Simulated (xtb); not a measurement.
# GFN2-xTB run of C2H3Cl2Si (SMILES [H]/[C]=C/[SiH](Cl)Cl)

Wanted: a geometry optimisation of C2H3Cl2Si. 

Program for the calculation: xtb 6.7.1 later snapshot.

1 further run of the same task is left out (set aside as unsound or not needed).

### 1 Starting point

The species is C2H3Cl2Si (8 atoms), meant as a doublet with charge 0. SMILES: `[H]/[C]=C/[SiH](Cl)Cl`. The coordinates come from a PBE0-D4/def2-TZVP relaxation. This is one conformer, not always the lowest. The run starts from this shape.

Bond lengths: C1–C2 1.302 Å, C2–Si3 1.849 Å, Si3–Cl4 2.046 Å, Si3–Cl5 2.046 Å, C1–H6 1.081 Å, C2–H7 1.096 Å, Si3–H8 1.473 Å. Angles: C1–C2–Si3 119.3°, C2–Si3–Cl4 109.6°, C2–Si3–Cl5 109.6°, Cl4–Si3–Cl5 108.1°, C1–C2–H7 121.6°, Si3–C2–H7 119.1°, C2–C1–H6 140.4°, C2–Si3–H8 111.7°, Cl4–Si3–H8 108.9°, Cl5–Si3–H8 108.9°.

### 2 A geometry optimisation at GFN2-xTB

struc.xyz reads:

```xyz
8

C     -0.46720000     1.54980000     0.65930000
C     -0.19360000     0.27910000     0.73790000
Si     0.30160000    -0.63580000    -0.79110000
Cl    -1.01310000    -2.16660000    -1.13090000
Cl     2.16410000    -1.44350000    -0.53460000
H     -0.77250000     2.37640000     1.28560000
H     -0.24960000    -0.26210000     1.68900000
H      0.32250000     0.24560000    -1.97110000
```

Started as:

```console
$ xtb --opt vtight --uhf 1 --parallel 1 -- struc.xyz > xtb.out
```

What it wrote:

```text
* xtb version 6.7.1
[...]
          :  # basis functions                  41          :
[...]
          :  # electrons                        29          :
[...]
          :  Hamiltonian                  GFN2-xTB          :
[...]
          :  net charge                          0          :
          :  unpaired electrons                  1          :
[...]
   *** convergence criteria satisfied after 13 iterations ***
[...]
   *** GEOMETRY OPTIMIZATION CONVERGED AFTER 9 ITERATIONS ***
[...]
   *** convergence criteria satisfied after 3 iterations ***
[...]
         ::                     SUMMARY                     ::
         :::::::::::::::::::::::::::::::::::::::::::::::::::::
         :: total energy             -16.591346856613 Eh    ::
         :: gradient norm              0.000140407079 Eh/a0 ::
         :: HOMO-LUMO gap              2.422196534217 eV    ::
         ::.................................................::
         :: SCC energy               -16.726004604522 Eh    ::
         :: -> isotropic ES            0.026298658215 Eh    ::
         :: -> anisotropic ES         -0.000567594599 Eh    ::
         :: -> anisotropic XC          0.007131235037 Eh    ::
         :: -> dispersion             -0.006421114015 Eh    ::
         :: repulsion energy           0.134657747910 Eh    ::
         :: add. restraining           0.000000000000 Eh    ::
         :: total charge              -0.000000000000 e     ::
         :::::::::::::::::::::::::::::::::::::::::::::::::::::
[...]
        15        1.0000           -0.3267733              -8.8920 (HOMO)
        16                         -0.2377592              -6.4698 (LUMO)
[...]
     #   Z          covCN         q      C6AA      α(0)
     1   6          1.928    -0.109    34.115     9.432
     2   6          2.779    -0.110    30.758     9.084
     3  14          3.424     0.533   103.933    19.964
     4  17          0.809    -0.217   105.910    15.743
     5  17          0.809    -0.217   105.909    15.743
     6   1          0.927     0.071     2.074     2.252
     7   1          0.923     0.076     2.021     2.223
     8   1          0.921    -0.027     3.565     2.953
[...]
     #   Z sym  total        # sym  WBO       # sym  WBO       # sym  WBO
 ---------------------------------------------------------------------------
     1   6      3.318 --     2      2.141     6      0.969
     2   6      3.984 --     1      2.141     7      0.878     3      0.852
     3  14      4.032 --     5      1.099     4      1.099     8      0.868
                             2      0.852
     4  17      1.244 --     3      1.099
     5  17      1.244 --     3      1.099
     6   1      0.994 --     1      0.969
     7   1      0.984 --     2      0.878
     8   1      0.999 --     3      0.868
 ---------------------------------------------------------------------------
[...]
molecular dipole:
                 x           y           z       tot (Debye)
 q only:       -0.165       0.697       0.036
   full:       -0.162       0.547       0.202       1.540
molecular quadrupole (traceless):
[...]
          | TOTAL ENERGY              -16.591346856613 Eh   |
          | GRADIENT NORM               0.000140407079 Eh/α |
          | HOMO-LUMO GAP               2.422196534217 eV   |
           -------------------------------------------------
[...]
```

Standard error:

```text
normal termination of xtb
```

It also wrote xtbopt.xyz:

```text
8
 energy: -16.591346856613 gnorm: 0.000140407079 xtb: 6.7.1
C           -0.48636109645651        1.59233580107546        0.70971626705011
C           -0.20045924528247        0.33423416043046        0.70780239269249
Si           0.31262897005195       -0.64671274924707       -0.83652437339288
Cl          -1.00997775222688       -2.15549427379440       -1.09056782424926
Cl           2.14293039227068       -1.43808913326743       -0.49890807430311
H           -0.78728592352585        2.36917333412556        1.37266765582037
H           -0.23150252413355       -0.28196311052762        1.61709467808671
H            0.35222717930263        0.16941597120504       -2.03718072170445
```

Wall time 0.067 s (1 thread of Arm Neoverse V2, shared host).

The path in brief:

| step | energy from the first frame kept (eV) |
| --- | --- |
| 0 | 0.0000 |
| 1 | -0.0439 |
| 2 | -0.0545 |
| 3 | -0.0568 |
| 4 | -0.0577 |
| 5 | -0.0580 |
| 6 | -0.0580 |
| 7 | -0.0580 |
| 8 | -0.0581 |

After the run. Bond lengths: C1–C2 1.290 Å, C2–Si3 1.900 Å, Si3–Cl4 2.022 Å, Si3–Cl5 2.022 Å, C1–H6 1.065 Å, C2–H7 1.099 Å, Si3–H8 1.452 Å. Angles: C1–C2–Si3 124.4°, C2–Si3–Cl4 108.1°, C2–Si3–Cl5 108.1°, Cl4–Si3–Cl5 108.7°, C1–C2–H7 122.6°, Si3–C2–H7 113.0°, C2–C1–H6 140.8°, C2–Si3–H8 112.9°, Cl4–Si3–H8 109.5°, Cl5–Si3–H8 109.5°.

### 3 Summary of results

Level: GFN2-xTB.

| quantity | value |
| --- | --- |
| total energy at the end | -16.59135 Eh |
| dipole moment | 1.54 D |
| HOMO energy (partly filled) | -8.89 eV |
| LUMO energy | -6.47 eV |
| dispersion energy | -16.86 kJ/mol |
| mean polarisability (D4 model) | 77.4 bohr³ |

What this shows: At the final geometry: Bond lengths: C1–C2 1.290 Å, C2–Si3 1.900 Å, Si3–Cl4 2.022 Å, Si3–Cl5 2.022 Å, C1–H6 1.065 Å, C2–H7 1.099 Å, Si3–H8 1.452 Å. Angles: C1–C2–Si3 124.4°, C2–Si3–Cl4 108.1°, C2–Si3–Cl5 108.1°, Cl4–Si3–Cl5 108.7°, C1–C2–H7 122.6°, Si3–C2–H7 113.0°, C2–C1–H6 140.8°, C2–Si3–H8 112.9°, Cl4–Si3–H8 109.5°, Cl5–Si3–H8 109.5°. The optimisation took 9 steps and changed the energy by -0.058 eV. Mulliken charges run from -0.22 on Cl4 to +0.53 on Si3.
